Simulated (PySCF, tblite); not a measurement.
# C5H8BNO2S: geometry, infrared bands and NMR shifts

Wanted: the infrared bands and NMR shifts of C5H8BNO2S (`NCc1ccc(B(O)O)s1`), by calculation.

Computed with tblite 0.8.0 and PySCF 2.14.0, with density-fitted response routines of our own, on a single molecule in the gas phase. Atoms are numbered from 0 throughout.

### Step 1. The starting structure

18 atoms, charge 0, multiplicity 1; geometry from: force field or distance geometry start.

Bonds of the start (Å): N0–C1 1.44, C1–C2 1.52, C2–C3 1.36, C3–C4 1.35, C4–C5 1.36, C5–B6 1.58, B6–O7 1.45, B6–O8 1.47, C5–S9 1.85, S9–C2 1.87, N0–H10 1.04, N0–H11 1.03, C1–H12 1.10, C1–H13 1.12, C3–H14 1.10, C4–H15 1.10, O7–H16 0.98, O8–H17 1.01.

### Step 2. Optimising the geometry with GFN2-xTB

What the job is given:

```
{"job": {"kind": "relax", "xc": "GFN2-xTB", "basis": "xTB"}, "charge": 0, "multiplicity": 1}
N     -3.289900    -0.704200     0.326400
C     -2.563200     0.532600     0.432000
C     -1.086800     0.311300     0.157000
C     -0.517700     0.419300    -1.070700
C      0.813000     0.180000    -1.098100
C      1.384300    -0.119600     0.096200
B      2.924000    -0.424000     0.306900
O      3.752600    -0.900100    -0.779100
O      3.609600    -0.057500     1.550400
S      0.155700    -0.127800     1.481000
H     -4.315600    -0.591400     0.438500
H     -2.988300    -1.319600    -0.436900
H     -2.958400     1.336100    -0.215400
H     -2.691200     0.895800     1.484300
H     -1.103600     0.674200    -1.970200
H      1.413600     0.227900    -2.018500
H      4.501900    -0.305500    -1.011200
H      2.951400    -0.021100     2.315600
```

Run with:

```sh
> OMP_NUM_THREADS=1 python probes_run.py task.json out
```

One launch serves the whole session: the jobs run in the order shown.

Log:

```text
step      E/eV     max force
  0    -825.15504    3.945
  1    -825.75519    2.575
  2    -826.02928    1.008
  3    -826.10394    0.865
  4    -826.19430    0.764
  5    -826.23725    0.746
  6    -826.31780    0.751
  7    -826.36560    0.524
  8    -826.41103    0.371
  9    -826.43481    0.377
 10    -826.45318    0.561
 11    -826.46227    0.810
 12    -826.47435    0.237
 13    -826.47997    0.238
 14    -826.48492    0.202
 15    -826.49106    0.268
 16    -826.49663    0.228
 17    -826.50075    0.140
 18    -826.50461    0.181
 19    -826.50901    0.207
 20    -826.51363    0.189
 21    -826.51781    0.145
 22    -826.52169    0.147
 23    -826.52587    0.210
 24    -826.53116    0.170
 25    -826.53550    0.142
 26    -826.53813    0.104
 27    -826.54079    0.160
 28    -826.54395    0.170
 29    -826.54727    0.133
 30    -826.54985    0.128
 31    -826.55175    0.115
 32    -826.55373    0.149
 33    -826.55581    0.134
 34    -826.55757    0.103
 35    -826.55908    0.098
 36    -826.56066    0.096
 37    -826.56234    0.112
 38    -826.56370    0.087
 39    -826.56443    0.066
 40    -826.56483    0.054
 41    -826.56522    0.051
 42    -826.56563    0.059
 43    -826.56593    0.047
 44    -826.56617    0.034
 45    -826.56640    0.040
 46    -826.56661    0.033
 47    -826.56677    0.029
 48    -826.56692    0.026
 49    -826.56707    0.030
 50    -826.56724    0.028
 51    -826.56740    0.027
 52    -826.56756    0.028
 53    -826.56775    0.033
 54    -826.56796    0.034
 55    -826.56819    0.035
 56    -826.56837    0.031
 57    -826.56851    0.025
 58    -826.56860    0.022
 59    -826.56867    0.022
 60    -826.56873    0.018
 61    -826.56878    0.020
 62    -826.56883    0.017
 63    -826.56888    0.017
 64    -826.56893    0.018
 65    -826.56899    0.019
 66    -826.56908    0.021
 67    -826.56919    0.023
 68    -826.56932    0.031
 69    -826.56946    0.033
 70    -826.56962    0.028
 71    -826.56981    0.038
 72    -826.56999    0.029
 73    -826.57018    0.040
 74    -826.57039    0.047
 75    -826.57065    0.055
 76    -826.57098    0.060
 77    -826.57125    0.036
 78    -826.57142    0.031
 79    -826.57153    0.029
 80    -826.57164    0.029
 81    -826.57175    0.025
 82    -826.57184    0.020
 83    -826.57193    0.025
 84    -826.57203    0.024
 85    -826.57213    0.025
 86    -826.57221    0.018
 87    -826.57226    0.018
 88    -826.57230    0.020
 89    -826.57234    0.019
 90    -826.57238    0.013
 91    -826.57241    0.015
 92    -826.57244    0.015
 93    -826.57247    0.013
 94    -826.57249    0.010
 95    -826.57251    0.008
```

It took 0.62 s on 1 thread of Arm Neoverse V2, shared host.

Relaxation path: (not every step is listed)

| step | energy from step 0 (eV) | largest force (eV/Å) |
| --- | --- | --- |
| 0 | 0.0000 | 3.9454 |
| 1 | -0.6001 | 2.5751 |
| 2 | -0.8742 | 1.0075 |
| 3 | -0.9489 | 0.8652 |
| 4 | -1.0393 | 0.7642 |
| 5 | -1.0822 | 0.7461 |
| 6 | -1.1628 | 0.7511 |
| 7 | -1.2106 | 0.5241 |
| 8 | -1.2560 | 0.3707 |
| 16 | -1.3416 | 0.2276 |
| 24 | -1.3761 | 0.1700 |
| 32 | -1.3987 | 0.1495 |
| 40 | -1.4098 | 0.0544 |
| 48 | -1.4119 | 0.0264 |
| 56 | -1.4133 | 0.0312 |
| 64 | -1.4139 | 0.0185 |
| 72 | -1.4149 | 0.0293 |
| 80 | -1.4166 | 0.0285 |
| 88 | -1.4173 | 0.0204 |
| 90 | -1.4173 | 0.0134 |
| 91 | -1.4174 | 0.0145 |
| 92 | -1.4174 | 0.0153 |
| 93 | -1.4174 | 0.0126 |
| 94 | -1.4175 | 0.0105 |
| 95 | -1.4175 | 0.0083 |

Distances of close pairs at the start and the end, largest changes first:

| bond | before (Å) | after (Å) | change (Å) |
| --- | --- | --- | --- |
| C2–S9 | 1.868 | 1.726 | -0.142 |
| C5–S9 | 1.851 | 1.744 | -0.108 |
| B6–O8 | 1.467 | 1.361 | -0.105 |
| B6–O7 | 1.447 | 1.351 | -0.095 |
| C3–C4 | 1.352 | 1.408 | +0.055 |
| O8–H17 | 1.010 | 0.956 | -0.054 |
| C1–H13 | 1.121 | 1.094 | -0.027 |
| C3–H14 | 1.103 | 1.077 | -0.027 |

The end geometry stands in the next job.

### Step 3. Vibrational analysis with GFN2-xTB

What the job is given:

```
{"job": {"kind": "ir", "xc": "GFN2-xTB", "basis": "xTB"}, "charge": 0, "multiplicity": 1}
N     -3.159824    -0.763345     0.487031
C     -2.492724     0.534374     0.485516
C     -1.072506     0.373796     0.051106
C     -0.576462     0.375148    -1.218717
C      0.813960     0.160588    -1.269014
C      1.398241    -0.010330    -0.043913
B      2.904648    -0.254440     0.286165
O      3.778509    -0.311456    -0.742750
O      3.382014    -0.407700     1.551745
S      0.182656     0.093701     1.201707
H     -4.122070    -0.664009     0.790451
H     -3.162596    -1.157360    -0.447945
H     -2.981052     1.273372    -0.175226
H     -2.522136     0.917469     1.509476
H     -1.186900     0.536605    -2.090863
H      1.386289     0.132776    -2.178565
H      4.683112    -0.461387    -0.464551
H      2.738080    -0.361486     2.256690
```

Log:

```text
mode    cm-1     km/mol
  1      24.1      2.94
  2      48.2      1.25
  3      72.7      1.21
  4     108.8      3.35
  5     165.5      0.34
  6     227.1     31.17
  7     282.0     10.90
  8     303.0     11.31
  9     332.9      8.33
 10     382.5      4.68
 11     461.3     14.99
 12     496.0     14.12
 13     548.2     46.19
 14     561.4      5.48
 15     584.5      1.27
 16     622.8    323.45
 17     629.6     11.94
 18     707.5      5.66
 19     724.5      7.42
 20     814.4     14.48
 21     856.4      0.03
 22     880.7     66.22
 23     933.1    112.62
 24     957.4    188.87
 25     971.8     46.93
 26     993.6     92.43
 27    1060.7     18.29
 28    1082.3      7.67
 29    1114.7     15.86
 30    1165.4      7.27
 31    1179.3     27.37
 32    1243.7    267.89
 33    1258.6    222.67
 34    1288.0    403.54
 35    1336.7     19.09
 36    1349.8     10.95
 37    1467.5     23.21
 38    1471.6     48.30
 39    1554.3     48.37
 40    1565.3     12.71
 41    2802.8     90.84
 42    2964.6     24.73
 43    3111.6     26.22
 44    3137.7     17.76
 45    3389.0      9.28
 46    3422.7     10.22
 47    3613.8     23.48
 48    3646.9      6.56
```

It took 0.63 s on 1 thread of Arm Neoverse V2, shared host.

Which atoms move in the most intense modes:

| cm⁻¹ | km/mol | atoms |
| --- | --- | --- |
| 623 | 323.4 | H16 52 %, B6 25 %, O7 10 % |
| 933 | 112.6 | O7 27 %, C5 20 %, O8 16 %, H16 13 % |
| 957 | 188.9 | H17 57 %, H16 27 %, O8 12 % |
| 994 | 92.4 | C5 26 %, H16 13 % |
| 1244 | 267.9 | B6 41 %, H12 14 %, O8 11 % |
| 1259 | 222.7 | H12 45 %, B6 15 % |
| 1288 | 403.5 | B6 67 %, O7 17 % |
| 2803 | 90.8 | H12 93 % |

### Step 4. Nuclear shieldings: PBE0/pcSseg-1

Same as in step 3 but for these lines:

```diff
@@ -1,2 +1,2 @@
-{"job": {"kind": "ir", "xc": "GFN2-xTB", "basis": "xTB"}, "charge": 0, "multiplicity": 1}
+{"job": {"kind": "nmr", "xc": "PBE0", "basis": "pcSseg-1"}, "charge": 0, "multiplicity": 1}
 N     -3.159824    -0.763345     0.487031
```

Level: GIAO PBE0/pcSseg-1 NMR shielding, non-relativistic, gas phase.

Log:

```text
coarse grid: 16336 points
cycle   1  E = -822.7741572198  dE =  1.778e+00  |g| = 9.222e-01  |ddm| = 4.180e+00
cycle   2  E = -822.6392434452  dE =  1.349e-01  |g| = 1.261e+00  |ddm| = 1.610e+00
cycle   3  E = -822.9332616777  dE = -2.940e-01  |g| = 1.016e-01  |ddm| = 1.017e+00
cycle   4  E = -822.9350259160  dE = -1.764e-03  |g| = 6.101e-02  |ddm| = 1.785e-01
cycle   5  E = -822.9359333914  dE = -9.075e-04  |g| = 1.644e-02  |ddm| = 7.370e-02
cycle   6  E = -822.9359951682  dE = -6.178e-05  |g| = 4.513e-03  |ddm| = 1.873e-02
cycle   7  E = -822.9359995159  dE = -4.348e-06  |g| = 1.846e-03  |ddm| = 5.974e-03
final grid: 155384 points
cycle   8  E = -823.0119153972  dE = -3.785e-05  |g| = 1.238e-02  |ddm| = 3.759e-02
cycle   9  E = -823.0118720071  dE =  4.339e-05  |g| = 1.831e-02  |ddm| = 2.805e-02
cycle  10  E = -823.0119498590  dE = -7.785e-05  |g| = 1.699e-03  |ddm| = 1.861e-02
cycle  11  E = -823.0119506001  dE = -7.411e-07  |g| = 4.475e-04  |ddm| = 2.194e-03
cycle  12  E = -823.0119506443  dE = -4.429e-08  |g| = 1.563e-04  |ddm| = 5.381e-04
cycle  13  E = -823.0119506495  dE = -5.150e-09  |g| = 5.781e-05  |ddm| = 1.947e-04
cycle  14  E = -823.0119506502  dE = -7.130e-10  |g| = 2.116e-05  |ddm| = 6.800e-05
converged SCF energy = -823.0119506502

GIAO shielding tensors (ppm)
atom      isotropic    diamagn.    paramagn.     s11        s22        s33       span
  0 N      221.420     311.744     -90.324    175.191    225.752    263.317     88.125
  1 C      140.498     241.352    -100.854    123.174    140.263    158.058     34.884
  2 C       24.919     266.029    -241.110    -49.809      0.203    124.363    174.172
  3 C       55.505     253.433    -197.928    -21.718     47.680    140.552    162.270
  4 C       43.390     252.663    -209.273    -43.683     28.503    145.350    189.033
  5 C       42.560     265.482    -222.922    -28.070     24.174    131.575    159.644
  6 B       76.863     194.455    -117.592     64.713     74.130     91.744     27.031
  7 O      230.591     384.015    -153.424    137.876    270.354    283.543    145.667
  8 O      222.312     386.037    -163.726    125.719    268.440    272.776    147.057
  9 S      251.326    1061.107    -809.781    108.402    276.647    368.928    260.526
 10 H       30.783      27.387       3.396     23.479     26.698     42.172     18.692
 11 H       31.370      30.788       0.583     24.188     30.951     38.972     14.784
 12 H       27.074      29.227      -2.153     22.060     26.585     32.577     10.517
 13 H       27.814      29.316      -1.502     22.952     28.528     31.962      9.011
 14 H       24.602      33.466      -8.864     21.429     24.450     27.926      6.498
 15 H       23.926      32.377      -8.451     20.231     24.235     27.312      7.081
 16 H       27.618      27.392       0.225     21.088     23.639     38.125     17.037
 17 H       27.334      33.463      -6.130     19.194     26.892     35.915     16.721
```

Wall time 49 s (1 thread of Arm Neoverse V2, shared host); peak memory 0.96 GiB.

Shifts follow as δ = σ(reference) − σ, with reference shieldings (ppm) from runs at the same level and on the same kind of geometry: ¹H TMS 31.72, ¹³C TMS 186.9, ¹⁵N NH3 267.7, ¹⁷O H2O 336.1, ¹¹B BF3·OEt2 100.1, ³³S CS2 504. The references are single molecules in the gas phase, so shifts against H2O, NH3, PH3, H3PO4 or CFCl3 are not on the usual liquid scales and can be off by tens of ppm. Atoms listed in one row are averaged.

| atoms | environment | σ (ppm) | δ (ppm) | δ scaled to CDCl3 |
| --- | --- | --- | --- | --- |
| C2 | substituted aromatic carbon next to the ring sulfur | 24.9 | 162.0 | 151.8 |
| C5 | substituted aromatic carbon next to the ring sulfur | 42.6 | 144.4 | 134.6 |
| C4 | aromatic CH | 43.4 | 143.5 | 138.2 |
| C3 | aromatic CH | 55.5 | 131.4 | 126.4 |
| C1 | sp3 CH2 bonded to N, on an aromatic ring | 140.5 | 46.4 | 43.4 |
| H15 | hydrogen on an aromatic CH | 23.93 | 7.79 | 7.45 |
| H14 | hydrogen on an aromatic CH | 24.60 | 7.12 | 6.81 |
| H12, H13 | hydrogen on an sp3 CH2 bonded to N, on an aromatic ring | 27.44 | 4.27 | 4.13 |
| H16, H17 | hydrogen on an oxygen bonded to B | 27.48 | 4.24 | – |
| H10, H11 | hydrogen on an amine nitrogen | 31.08 | 0.64 | – |
| N0 | amine nitrogen | 221.4 | 46.3 | – |
| B6 | boron bonded to C, 2 O | 76.9 | 23.2 | – |
| O7, O8 | oxygen bonded to B, H | 226.5 | 109.6 | – |
| S9 | aromatic ring sulfur | 251 | 252 | – |

The scaled column applies a straight-line fit of computed shieldings to shifts measured in CDCl3, with any fitted terms for Cl, Br or S neighbours (root-mean-square error 0.16 ppm for H, 1.9 ppm for C).

Charges from the same density, by scheme (e):

| atoms | Mulliken | IAO | Hirshfeld | ESP fit |
| --- | --- | --- | --- | --- |
| N0 | -0.44 | -0.57 | -0.25 | -0.83 |
| C1 | 0.04 | -0.15 | -0.03 | 0.31 |
| C2 | -0.43 | -0.13 | -0.02 | -0.16 |
| C3 | 0.02 | -0.20 | -0.08 | -0.11 |
| C4 | -0.04 | -0.15 | -0.06 | -0.19 |
| C5 | -0.49 | -0.31 | -0.12 | -0.16 |
| B6 | 0.66 | 0.49 | 0.22 | 0.69 |
| O7, O8 | -0.41 | -0.55 | -0.26 | -0.72 |
| S9 | 0.27 | 0.31 | 0.10 | -0.06 |

Mayer bond orders: N0–C1 1.05, C1–C2 1.04, C2–C3 1.53, C3–C4 1.29, C4–C5 1.59, C5–B6 0.84, B6–O7 1.25, B6–O8 1.20, C5–S9 1.14, S9–C2 1.20.

Ring of atoms C2, C3, C4, C5, S9: NICS(0) -11.5, NICS(1) -11.0, NICS(1)zz -25.2 ppm (means of both faces).

Orbitals, density, ELF and potential are computed afterwards from the orbital file.

Frontier orbitals at PBE0/pcSseg-1, with the share of their density that lies nearest to each atom:

| orbital | energy (eV) | lies on |
| --- | --- | --- |
| HOMO | -6.80 | C2, C5 about 30 % each; C4 12 %; C3 10 % |
| LUMO | -0.93 | C2, C5 about 19 % each; S9 17 %; C4 12 % |

ELF in a plane through or near 11 of the atoms.

Values, 10 rows by 14 columns:
```
0.00 0.00 0.00 0.00 0.00 0.00 0.00 0.00 0.00 0.00 0.00 0.00 0.00 0.00
0.00 0.00 0.00 0.00 0.00 0.00 0.00 0.00 0.00 0.00 0.00 0.00 0.00 0.00
0.00 0.00 0.00 0.16 0.80 0.23 0.51 0.62 0.01 0.01 0.00 0.00 0.00 0.00
0.00 0.00 0.14 0.88 0.80 0.10 0.82 0.77 0.03 0.55 0.02 0.01 0.00 0.00
0.00 0.00 0.00 0.14 0.51 0.58 0.71 0.25 0.50 0.34 0.18 0.26 0.00 0.00
0.00 0.00 0.86 0.71 0.36 0.76 0.59 0.29 0.19 0.53 0.19 0.01 0.00 0.00
0.00 0.00 0.16 0.82 0.35 0.20 0.63 0.40 0.52 0.01 0.02 0.00 0.00 0.00
0.00 0.00 0.00 0.20 0.01 0.98 0.85 0.36 1.00 0.34 0.00 0.00 0.00 0.00
0.00 0.00 0.00 0.00 0.00 0.52 0.18 0.01 0.75 0.01 0.00 0.00 0.00 0.00
0.00 0.00 0.00 0.00 0.00 0.00 0.00 0.00 0.00 0.00 0.00 0.00 0.00 0.00
```
The map spans 14.6 Å across and 9.8 Å up, centred on the molecule. Atoms in the plane (x, y in Å): C1 (2.5, 0.4), C2 (1.1, 0.0), C3 (0.6, -1.3), C4 (-0.8, -1.3), C5 (-1.4, 0.0), B6 (-2.9, 0.3), O8 (-3.4, 1.6), S9 (-0.2, 1.2), H14 (1.2, -2.1), H15 (-1.4, -2.2), H17 (-2.7, 2.3).

On the surface of density 0.002 e/bohr³ the electrostatic potential runs, from the 1st to the 99th percentile, from -1.63 V near N0 to 2.10 V near H17.

### Step 5. Outcome

| quantity | value |
| --- | --- |
| strongest single infrared mode (GFN2-xTB) | 1288 cm⁻¹, 404 km/mol |
| zero-point energy (GFN2-xTB) | 82.8 kcal/mol |
| ¹³C shifts against TMS (PBE0/pcSseg-1) | 162.0, 144.4, 143.5, 131.4, 46.4 ppm |
| ¹H shifts against TMS (PBE0/pcSseg-1, means over atoms taken as alike) | 7.79, 7.12, 4.27, 4.24, 0.64 ppm |
| ¹⁵N shifts against NH3 (PBE0/pcSseg-1) | 46.3 ppm |
| ¹¹B shifts against BF3·OEt2 (PBE0/pcSseg-1) | 23.2 ppm |
| ¹⁷O shifts against H2O (PBE0/pcSseg-1, means over atoms taken as alike) | 109.6 ppm |
| ³³S shifts against CS2 (PBE0/pcSseg-1) | 252 ppm |
| surface potential, 1st and 99th percentile | -1.63 V and 2.10 V |

What this shows: The optimisation took 95 steps and gained 1.417 eV; among the close pairs (by a distance rule), C2–S9 changed most, from 1.868 to 1.726 Å. All 48 modes are real, so the xTB geometry is a minimum. The strongest single mode, at 1288 cm⁻¹, moves mainly B6. GFN2-xTB is a fitted tight-binding method: band positions and strengths are rough. Its intensities can rank the bands wrongly. At PBE0/pcSseg-1: Shielding is most anisotropic at S9 (span 261 ppm, paramagnetic term -810 ppm). NICS(1)zz of -25 ppm above the planar ring from C2 marks a diatropic (aromatic) ring current. At PBE0/pcSseg-1, counted by nearest atom on the grid, the HOMO lies on C2, C5 about 30 % each; C4 12 %, the LUMO on C2, C5 about 19 % each; S9 17 %.
